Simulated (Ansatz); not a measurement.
**BGeH₆N: one species, many methods**

An exercise on one series of results from a longer session: the logs are not shown, and one member is left open.

The runs use Ansatz 0.2.0, Gaussian basis; functionals in def2-TZVPP, the program's frozen cores in correlated methods.

Plan: LDA (SPW92), PBE-D4, revPBE-D4, BLYP-D4, r2SCAN-D4, B97M-V, PBE0-D4, B3LYP-D4, r2SCANh-D4, r2SCAN0-D4, HSE06-D4, BHLYP-D4, CAM-B3LYP-D4, LC-ωPBE, ωB97X-V, ωB97M-V, B2PLYP, PBE-QIDH; CCSD(T)/def2-SVP; CCSD(T)/def2-TZVPP; MP2/def2-QZVPP; extrapolation to the limit; RPA on PBE.

## The relaxed structure

The geometry comes from an earlier relaxation with PBE0-D4 in a triple-zeta def2 set; it is a stationary point, not always the lowest conformer.

SMILES `N[BH][GeH3]`, 9 atoms, charge 0, spin multiplicity 1.

Atoms are counted from 1 here; the program's logs count them from 0.

Bond lengths: N1–B2 1.384 Å, N1–H4 1.007 Å, N1–H5 1.007 Å, B2–Ge3 2.064 Å, B2–H6 1.198 Å, Ge3–H7 1.542 Å, Ge3–H8 1.546 Å, Ge3–H9 1.542 Å. Angles: B2–N1–H4 123.6°, B2–N1–H5 123.0°, H4–N1–H5 113.4°, N1–B2–Ge3 120.3°, N1–B2–H6 118.1°, Ge3–B2–H6 121.6°, B2–Ge3–H7 112.0°, B2–Ge3–H8 112.0°, B2–Ge3–H9 112.0°, H7–Ge3–H8 106.9°, H7–Ge3–H9 106.5°, H8–Ge3–H9 107.0°.

Set-up of the first run:

in.yaml

```yaml
crystal:
  periodic: [false, false, false]
  atoms:
    - {symbol: N, position_ang: [-0.792922, 0.760436, -1.227037]}
    - {symbol: B, position_ang: [0.071750, 0.820247, -0.147974]}
    - {symbol: Ge, position_ang: [0.539164, -0.889142, 0.909644]}
    - {symbol: H, position_ang: [-1.228119, -0.089443, -1.546536]}
    - {symbol: H, position_ang: [-1.048175, 1.568975, -1.771109]}
    - {symbol: H, position_ang: [0.533225, 1.885914, 0.145945]}
    - {symbol: H, position_ang: [2.049907, -1.194032, 0.876143]}
    - {symbol: H, position_ang: [-0.184531, -2.134678, 0.347449]}
    - {symbol: H, position_ang: [0.148302, -0.774678, 2.396373]}
basis:
  gaussian: {orbitals: def2-TZVPP}
hamiltonian: {xc: lda}
output: {orbitals: {seedname: orbitals}}
```

On the command line:

```bash
$ ansatz run in.yaml --threads 2 --pin off --events-out ev --progress --plain --max-ram 4352MiB
```

Among the steps run: LDA; PBE-D4 (GGA); revPBE-D4 (GGA); BLYP-D4 (GGA); r2SCAN-D4 (meta-GGA); B97M-V (meta-GGA); PBE0-D4 (hybrid); B3LYP-D4 (hybrid); r2SCANh-D4 (hybrid); r2SCAN0-D4 (hybrid); HSE06-D4 (hybrid); BHLYP-D4 (hybrid); CAM-B3LYP-D4 (range-separated); LC-ωPBE (range-separated); ωB97X-V (range-separated); ωB97M-V (range-separated); B2PLYP (double hybrid); PBE-QIDH (double hybrid).

One of the session's tables, all rows but one given; the rest of the session is left out.

It belongs to the step «Orbital energies across the functionals». 

| functional | HOMO (eV) | gap (eV) |
| --- | --- | --- |
| LDA (SPW92) | -6.69 | 5.11 |
| PBE-D4 | -6.61 | 5.24 |
| revPBE-D4 | -6.57 | 5.29 |
| BLYP-D4 | -6.51 | 5.28 |
| r2SCAN-D4 | -6.88 | 5.78 |
| B97M-V | -6.97 | 5.81 |
| PBE0-D4 | -7.81 | 7.37 |
| B3LYP-D4 | -7.62 | 6.98 |
| r2SCANh-D4 | -7.32 | 6.55 |
| r2SCAN0-D4 | -7.98 | 7.69 |
| HSE06-D4 | -7.41 | 6.59 |
| BHLYP-D4 | -8.94 | 9.49 |
| CAM-B3LYP-D4 | ? | ? |
| LC-ωPBE | -10.49 | 12.31 |
| ωB97X-V | -10.15 | 11.86 |
| ωB97M-V | -9.96 | 11.45 |

Estimate the missing values for CAM-B3LYP-D4.

**Answer.** HOMO (eV): -9.16; gap (eV): 9.83. In the column «HOMO (eV)» it lies between ωB97M-V (-9.96) and BHLYP-D4 (-8.94).
